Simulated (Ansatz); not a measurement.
# CH5B2NS: from a rough start to a minimum

The task is to find a stationary geometry of CH5B2NS, check the end point by its vibrations and derive ideal-gas thermochemistry.

Program: Ansatz 0.2.0, Gaussian basis. Level of theory: RKS PBE0-D4/def2-TZVP. These are calculated values, not measurements.

Plan: relaxation at PBE-D4/def2-SVP; relaxation at PBE0-D4/def2-TZVP; harmonic vibrations at the same level.

1 further run of the same task is left out (set aside as unsound or not needed).

## 1. The starting structure

SMILES `BNBC=S`, 10 atoms, charge 0, spin multiplicity 1.

Atoms are counted from 1 here; the program's logs count them from 0.

Bond lengths: B1–N2 1.469 Å, B1–H6 1.192 Å, B1–H7 1.202 Å, N2–B3 1.509 Å, N2–H8 1.039 Å, B3–C4 1.602 Å, B3–H9 1.249 Å, C4–S5 1.471 Å, C4–H10 1.045 Å. Angles: N2–B1–H6 124.4°, N2–B1–H7 119.8°, H6–B1–H7 115.8°, B1–N2–B3 107.8°, B1–N2–H8 107.6°, B3–N2–H8 106.0°, N2–B3–C4 124.3°, N2–B3–H9 119.9°, C4–B3–H9 115.7°, B3–C4–S5 116.9°, B3–C4–H10 119.7°, S5–C4–H10 122.8°.

The start is a force-field geometry with small random shifts, so a cheaper pass at PBE-D4/def2-SVP comes first.

## 2. Relaxation at PBE-D4/def2-SVP (cheap first pass)

Input file in.yaml:

```yaml
crystal:
  periodic: [false, false, false]
  atoms:
    - {symbol: B, position_ang: [-1.516200, -0.675300, 0.408800]}
    - {symbol: N, position_ang: [-0.178200, -1.033100, -0.080600]}
    - {symbol: B, position_ang: [0.749400, 0.114900, 0.232300]}
    - {symbol: C, position_ang: [1.301700, 1.151800, -0.856600]}
    - {symbol: S, position_ang: [0.843900, 0.969300, -2.243100]}
    - {symbol: H, position_ang: [-1.768900, -0.400300, 1.541300]}
    - {symbol: H, position_ang: [-2.447200, -0.665300, -0.351700]}
    - {symbol: H, position_ang: [0.159400, -1.835900, 0.485500]}
    - {symbol: H, position_ang: [1.088400, 0.337700, 1.413200]}
    - {symbol: H, position_ang: [1.850900, 1.985000, -0.546200]}
basis:
  gaussian: {orbitals: def2-SVP}
hamiltonian: {xc: pbe, dispersion: d4}
relax: {f_tol: 0.03, max_steps: 200}
```

Output:

```text
Functional definition: PBE
  name "PBE"
  cite "Perdew, Burke & Ernzerhof, Phys. Rev. Lett. 77, 3865 (1996) doi:10.1103/PhysRevLett.77.3865"
  parent pbe
  parameter kappa = 0.804
  parameter beta = 0.06672455060314922
  exchange = pbe_x(kappa = kappa, mu = beta*pi^2/3)
  correlation = pbe_c(beta = beta)
1133 factors; their error is unknown
mean field evaluation 1: about -14764.8338 eV, gradient 7.2e1 eV
mean field evaluation 2: about -14714.6802 eV, gradient 1.4e2 eV
mean field evaluation 4: about -14776.4664 eV, gradient 1.9e1 eV
mean field evaluation 8: about -14777.3725 eV, gradient 9.0e-2 eV
mean field evaluation 16: about -14777.3177 eV, gradient 6.9e-5 eV
mean field -14777.31772371 eV, -543.0564099205 hartree, gradient 6.9e-5 eV, S^2 0.000000; 1 other end points of the search recorded, 0 dependent functions left out
the calculation of the forces begins
reference -14777.31775886 eV, -543.0564112126 hartree; 22, 22 occupied and 77, 77 virtual orbitals, 1133 factors
relax step   1: F+E_penalty+E_count = -14777.53242181 eV  Δ(F+E_penalty+E_count) = +0.000e0 eV  max|allowed force component| = 1.018e1 eV/Å  Δτ_max = 0.0000 Å  (40 SCF iters, accepted)
these checks for a lower state are left out or cut short: starts, cluster_reference, orbital_swaps, neighbouring_geometries, increment
1133 factors; their error is unknown
mean field -14778.34675453 eV, -543.0942261059 hartree, gradient 1.4e-5 eV, S^2 0.000000; 0 other end points of the search recorded, 0 dependent functions left out
the calculation of the forces begins
reference -14778.34678927 eV, -543.0942273823 hartree; 22, 22 occupied and 77, 77 virtual orbitals, 1133 factors
relax step   2: F+E_penalty+E_count = -14778.56041346 eV  Δ(F+E_penalty+E_count) = -1.028e0 eV  max|allowed force component| = 3.887e0 eV/Å  Δτ_max = 0.1949 Å  (36 SCF iters, accepted)
these checks for a lower state are left out or cut short: starts, cluster_reference, orbital_swaps, neighbouring_geometries, increment
1133 factors; their error is unknown
mean field evaluation 32: about -14778.8819 eV, gradient 5.6e-3 eV
mean field -14778.82601938 eV, -543.1118387643 hartree, gradient 1.4e-5 eV, S^2 0.000000; 0 other end points of the search recorded, 0 dependent functions left out
the calculation of the forces begins
reference -14778.82605417 eV, -543.1118400425 hartree; 22, 22 occupied and 77, 77 virtual orbitals, 1133 factors
relax step   3: F+E_penalty+E_count = -14779.03702788 eV  Δ(F+E_penalty+E_count) = -4.766e-1 eV  max|allowed force component| = 1.546e0 eV/Å  Δτ_max = 0.1993 Å  (37 SCF iters, accepted)
these checks for a lower state are left out or cut short: starts, cluster_reference, orbital_swaps, neighbouring_geometries, increment
1133 factors; their error is unknown
mean field -14779.16660245 eV, -543.1243549610 hartree, gradient 1.0e-5 eV, S^2 0.000000; 0 other end points of the search recorded, 0 dependent functions left out
the calculation of the forces begins
reference -14779.16663736 eV, -543.1243562442 hartree; 22, 22 occupied and 77, 77 virtual orbitals, 1133 factors
relax step   4: F+E_penalty+E_count = -14779.37644840 eV  Δ(F+E_penalty+E_count) = -3.394e-1 eV  max|allowed force component| = 2.024e0 eV/Å  Δτ_max = 0.1949 Å  (31 SCF iters, accepted)
these checks for a lower state are left out or cut short: starts, cluster_reference, orbital_swaps, neighbouring_geometries, increment
1133 factors; their error is unknown
mean field -14779.51693853 eV, -543.1372295744 hartree, gradient 2.6e-5 eV, S^2 0.000000; 0 other end points of the search recorded, 0 dependent functions left out
the calculation of the forces begins
reference -14779.51697401 eV, -543.1372308783 hartree; 22, 22 occupied and 77, 77 virtual orbitals, 1133 factors
relax step   5: F+E_penalty+E_count = -14779.72757449 eV  Δ(F+E_penalty+E_count) = -3.511e-1 eV  max|allowed force component| = 1.394e0 eV/Å  Δτ_max = 0.1948 Å  (30 SCF iters, accepted)
these checks for a lower state are left out or cut short: starts, cluster_reference, orbital_swaps, neighbouring_geometries, increment
1133 factors; their error is unknown
mean field -14779.79083413 eV, -543.1472950521 hartree, gradient 1.6e-5 eV, S^2 0.000000; 0 other end points of the search recorded, 0 dependent functions left out
the calculation of the forces begins
reference -14779.79086959 eV, -543.1472963555 hartree; 22, 22 occupied and 77, 77 virtual orbitals, 1133 factors
relax step   6: F+E_penalty+E_count = -14780.00620578 eV  Δ(F+E_penalty+E_count) = -2.786e-1 eV  max|allowed force component| = 1.192e0 eV/Å  Δτ_max = 0.2000 Å  (30 SCF iters, accepted)
these checks for a lower state are left out or cut short: starts, cluster_reference, orbital_swaps, neighbouring_geometries, increment
1133 factors; their error is unknown
mean field evaluation 64: about -14780.0509 eV, gradient 8.2e-4 eV
mean field -14780.05092427 eV, -543.1568531884 hartree, gradient 1.6e-5 eV, S^2 0.000000; 0 other end points of the search recorded, 0 dependent functions left out
the calculation of the forces begins
reference -14780.05095972 eV, -543.1568544913 hartree; 22, 22 occupied and 77, 77 virtual orbitals, 1133 factors
relax step   7: F+E_penalty+E_count = -14780.26375876 eV  Δ(F+E_penalty+E_count) = -2.576e-1 eV  max|allowed force component| = 5.671e-1 eV/Å  Δτ_max = 0.2000 Å  (34 SCF iters, accepted)
these checks for a lower state are left out or cut short: starts, cluster_reference, orbital_swaps, neighbouring_geometries, increment
1133 factors; their error is unknown
mean field -14780.22960952 eV, -543.1634197502 hartree, gradient 1.5e-5 eV, S^2 0.000000; 0 other end points of the search recorded, 0 dependent functions left out
the calculation of the forces begins
reference -14780.22964530 eV, -543.1634210654 hartree; 22, 22 occupied and 77, 77 virtual orbitals, 1133 factors
relax step   8: F+E_penalty+E_count = -14780.44246212 eV  Δ(F+E_penalty+E_count) = -1.787e-1 eV  max|allowed force component| = 5.701e-1 eV/Å  Δτ_max = 0.2000 Å  (35 SCF iters, accepted)
these checks for a lower state are left out or cut short: starts, cluster_reference, orbital_swaps, neighbouring_geometries, increment
1133 factors; their error is unknown
mean field -14780.33485519 eV, -543.1672874573 hartree, gradient 1.6e-5 eV, S^2 0.000000; 0 other end points of the search recorded, 0 dependent functions left out
the calculation of the forces begins
reference -14780.33489078 eV, -543.1672887652 hartree; 22, 22 occupied and 77, 77 virtual orbitals, 1133 factors
relax step   9: F+E_penalty+E_count = -14780.54884262 eV  Δ(F+E_penalty+E_count) = -1.064e-1 eV  max|allowed force component| = 2.859e-1 eV/Å  Δτ_max = 0.2000 Å  (36 SCF iters, accepted)
these checks for a lower state are left out or cut short: starts, cluster_reference, orbital_swaps, neighbouring_geometries, increment
1133 factors; their error is unknown
mean field -14780.35820351 eV, -543.1681454925 hartree, gradient 9.5e-6 eV, S^2 0.000000; 0 other end points of the search recorded, 0 dependent functions left out
the calculation of the forces begins
reference -14780.35823902 eV, -543.1681467973 hartree; 22, 22 occupied and 77, 77 virtual orbitals, 1133 factors
relax step  10: F+E_penalty+E_count = -14780.57320400 eV  Δ(F+E_penalty+E_count) = -2.436e-2 eV  max|allowed force component| = 2.299e-1 eV/Å  Δτ_max = 0.1829 Å  (30 SCF iters, accepted)
these checks for a lower state are left out or cut short: starts, cluster_reference, orbital_swaps, neighbouring_geometries, increment
1133 factors; their error is unknown
mean field evaluation 96: about -14780.3690 eV, gradient 1.9e-5 eV
mean field -14780.36904623 eV, -543.1685439549 hartree, gradient 1.9e-5 eV, S^2 0.000000; 0 other end points of the search recorded, 0 dependent functions left out
the calculation of the forces begins
reference -14780.36908172 eV, -543.1685452592 hartree; 22, 22 occupied and 77, 77 virtual orbitals, 1133 factors
relax step  11: F+E_penalty+E_count = -14780.58480504 eV  Δ(F+E_penalty+E_count) = -1.160e-2 eV  max|allowed force component| = 1.702e-1 eV/Å  Δτ_max = 0.0638 Å  (30 SCF iters, accepted)
these checks for a lower state are left out or cut short: starts, cluster_reference, orbital_swaps, neighbouring_geometries, increment
1133 factors; their error is unknown
mean field -14780.37797795 eV, -543.1688721896 hartree, gradient 2.6e-5 eV, S^2 0.000000; 0 other end points of the search recorded, 0 dependent functions left out
the calculation of the forces begins
reference -14780.37801354 eV, -543.1688734977 hartree; 22, 22 occupied and 77, 77 virtual orbitals, 1133 factors
relax step  12: F+E_penalty+E_count = -14780.59340442 eV  Δ(F+E_penalty+E_count) = -8.599e-3 eV  max|allowed force component| = 3.672e-1 eV/Å  Δτ_max = 0.1609 Å  (30 SCF iters, accepted)
these checks for a lower state are left out or cut short: starts, cluster_reference, orbital_swaps, neighbouring_geometries, increment
1133 factors; their error is unknown
mean field -14780.37994301 eV, -543.1689444042 hartree, gradient 1.8e-5 eV, S^2 0.000000; 0 other end points of the search recorded, 0 dependent functions left out
the calculation of the forces begins
reference -14780.37997859 eV, -543.1689457118 hartree; 22, 22 occupied and 77, 77 virtual orbitals, 1133 factors
relax step  13: F+E_penalty+E_count = -14780.59430693 eV  Δ(F+E_penalty+E_count) = -9.025e-4 eV  max|allowed force component| = 5.298e-1 eV/Å  Δτ_max = 0.1269 Å  (30 SCF iters, accepted)
these checks for a lower state are left out or cut short: starts, cluster_reference, orbital_swaps, neighbouring_geometries, increment
1133 factors; their error is unknown
mean field -14780.39385703 eV, -543.1694557349 hartree, gradient 1.7e-5 eV, S^2 0.000000; 0 other end points of the search recorded, 0 dependent functions left out
the calculation of the forces begins
reference -14780.39389235 eV, -543.1694570331 hartree; 22, 22 occupied and 77, 77 virtual orbitals, 1133 factors
relax step  14: F+E_penalty+E_count = -14780.61072354 eV  Δ(F+E_penalty+E_count) = -1.642e-2 eV  max|allowed force component| = 2.244e-1 eV/Å  Δτ_max = 0.2000 Å  (31 SCF iters, accepted)
these checks for a lower state are left out or cut short: starts, cluster_reference, orbital_swaps, neighbouring_geometries, increment
1133 factors; their error is unknown
mean field -14780.38927369 eV, -543.1692873003 hartree, gradient 2.2e-5 eV, S^2 0.000000; 0 other end points of the search recorded, 0 dependent functions left out
the calculation of the forces begins
reference -14780.38930895 eV, -543.1692885962 hartree; 22, 22 occupied and 77, 77 virtual orbitals, 1133 factors
relax step  15: F+E_penalty+E_count = -14780.60656872 eV  Δ(F+E_penalty+E_count) = +4.155e-3 eV  max|allowed force component| = 4.011e-1 eV/Å  Δτ_max = 0.0460 Å  (31 SCF iters, rejected (line search))
these checks for a lower state are left out or cut short: starts, cluster_reference, orbital_swaps, neighbouring_geometries, increment
1133 factors; their error is unknown
mean field evaluation 128: about -14780.4000 eV, gradient 4.4e-5 eV
mean field -14780.40003349 eV, -543.1696827158 hartree, gradient 1.9e-5 eV, S^2 0.000000; 0 other end points of the search recorded, 0 dependent functions left out
the calculation of the forces begins
reference -14780.40006881 eV, -543.1696840139 hartree; 22, 22 occupied and 77, 77 virtual orbitals, 1133 factors
relax step  16: F+E_penalty+E_count = -14780.61621811 eV  Δ(F+E_penalty+E_count) = -5.495e-3 eV  max|allowed force component| = 5.493e-2 eV/Å  Δτ_max = 0.0224 Å  (31 SCF iters, accepted)
these checks for a lower state are left out or cut short: starts, cluster_reference, orbital_swaps, neighbouring_geometries, increment
1133 factors; their error is unknown
mean field -14780.40233664 eV, -543.1697673551 hartree, gradient 1.8e-5 eV, S^2 0.000000; 0 other end points of the search recorded, 0 dependent functions left out
the calculation of the forces begins
reference -14780.40237196 eV, -543.1697686529 hartree; 22, 22 occupied and 77, 77 virtual orbitals, 1133 factors
relax step  17: F+E_penalty+E_count = -14780.61740315 eV  Δ(F+E_penalty+E_count) = -1.185e-3 eV  max|allowed force component| = 6.426e-2 eV/Å  Δτ_max = 0.0485 Å  (30 SCF iters, accepted)
these checks for a lower state are left out or cut short: starts, cluster_reference, orbital_swaps, neighbouring_geometries, increment
1133 factors; their error is unknown
mean field -14780.40267134 eV, -543.1697796551 hartree, gradient 2.0e-5 eV, S^2 0.000000; 0 other end points of the search recorded, 0 dependent functions left out
the calculation of the forces begins
reference -14780.40270665 eV, -543.1697809526 hartree; 22, 22 occupied and 77, 77 virtual orbitals, 1133 factors
relax step  18: F+E_penalty+E_count = -14780.61760674 eV  Δ(F+E_penalty+E_count) = -2.036e-4 eV  max|allowed force component| = 6.868e-2 eV/Å  Δτ_max = 0.0266 Å  (31 SCF iters, accepted)
these checks for a lower state are left out or cut short: starts, cluster_reference, orbital_swaps, neighbouring_geometries, increment
1133 factors; their error is unknown
mean field -14780.40286251 eV, -543.1697866805 hartree, gradient 1.8e-5 eV, S^2 0.000000; 0 other end points of the search recorded, 0 dependent functions left out
the calculation of the forces begins
reference -14780.40289782 eV, -543.1697879780 hartree; 22, 22 occupied and 77, 77 virtual orbitals, 1133 factors
relax step  19: F+E_penalty+E_count = -14780.61769807 eV  Δ(F+E_penalty+E_count) = -9.133e-5 eV  max|allowed force component| = 1.022e-2 eV/Å  Δτ_max = 0.0081 Å  (32 SCF iters, accepted)
1133 factors; their error is unknown
mean field evaluation 160: about -14780.4464 eV, gradient 1.7e0 eV
mean field -14780.40286251 eV, -543.1697866805 hartree, gradient 1.8e-5 eV, S^2 0.000000; 1 other end points of the search recorded, 0 dependent functions left out
the calculation of the forces begins
reference -14780.40289782 eV, -543.1697879780 hartree; 22, 22 occupied and 77, 77 virtual orbitals, 1133 factors
Total energy: -14780.61773338 eV, -543.1776830391 hartree
Atom 0 at    -1.520293    -0.477002     0.408456 Å, force    -0.001764     0.001577    -0.003108 eV/Å
Atom 1 at    -0.152136    -0.774437     0.658384 Å, force     0.003624    -0.003642    -0.006366 eV/Å
Atom 2 at     1.000141    -0.034090     0.215445 Å, force    -0.002867    -0.002878     0.007589 eV/Å
Atom 3 at     0.892833     1.136601    -0.810300 Å, force     0.002967     0.006647    -0.010217 eV/Å
Atom 4 at     1.306067     0.549610    -2.285581 Å, force    -0.001574    -0.002973     0.000423 eV/Å
Atom 5 at    -2.385130    -1.188277     0.882940 Å, force     0.001401     0.000515     0.001999 eV/Å
Atom 6 at    -1.794619     0.492232    -0.273088 Å, force     0.001640     0.000362     0.000798 eV/Å
Atom 7 at     0.046970    -1.596105     1.237735 Å, force    -0.000388     0.000680     0.002517 eV/Å
Atom 8 at     2.101621    -0.353665     0.626952 Å, force    -0.001625     0.001687     0.000059 eV/Å
Atom 9 at     0.587747     2.193934    -0.658044 Å, force    -0.001416    -0.001974     0.006306 eV/Å
Dipole moment:     0.029758    -0.021614     0.319653 e Å
```

Wall time 26 s (4 threads, shared host).

Relaxation path: (the energy doesn't fall at every step)

| step | energy from step 1 (eV) | largest force component (eV/Å) |
| --- | --- | --- |
| 1 | 0.0000 | 10.1800 |
| 2 | -1.0280 | 3.8870 |
| 3 | -1.5046 | 1.5460 |
| 4 | -1.8440 | 2.0240 |
| 5 | -2.1952 | 1.3940 |
| 6 | -2.4738 | 1.1920 |
| 7 | -2.7313 | 0.5671 |
| 8 | -2.9100 | 0.5701 |
| 9 | -3.0164 | 0.2859 |
| 10 | -3.0408 | 0.2299 |
| 11 | -3.0524 | 0.1702 |
| 12 | -3.0610 | 0.3672 |
| 13 | -3.0619 | 0.5298 |
| 14 | -3.0783 | 0.2244 |
| 15 | -3.0741 | 0.4011 |
| 16 | -3.0838 | 0.0549 |
| 17 | -3.0850 | 0.0643 |
| 18 | -3.0852 | 0.0687 |
| 19 | -3.0853 | 0.0102 |

Close pairs (by a distance rule), those that changed most:

| bond | before (Å) | after (Å) | change (Å) |
| --- | --- | --- | --- |
| C4–S5 | 1.471 | 1.641 | +0.169 |
| N2–B3 | 1.509 | 1.439 | -0.069 |
| C4–H10 | 1.045 | 1.111 | +0.066 |
| B1–N2 | 1.469 | 1.422 | -0.047 |
| B3–C4 | 1.602 | 1.560 | -0.042 |
| B3–H9 | 1.249 | 1.218 | -0.030 |
| B1–H6 | 1.192 | 1.216 | +0.024 |
| B1–H7 | 1.202 | 1.216 | +0.014 |

[end of part 1 of 2]
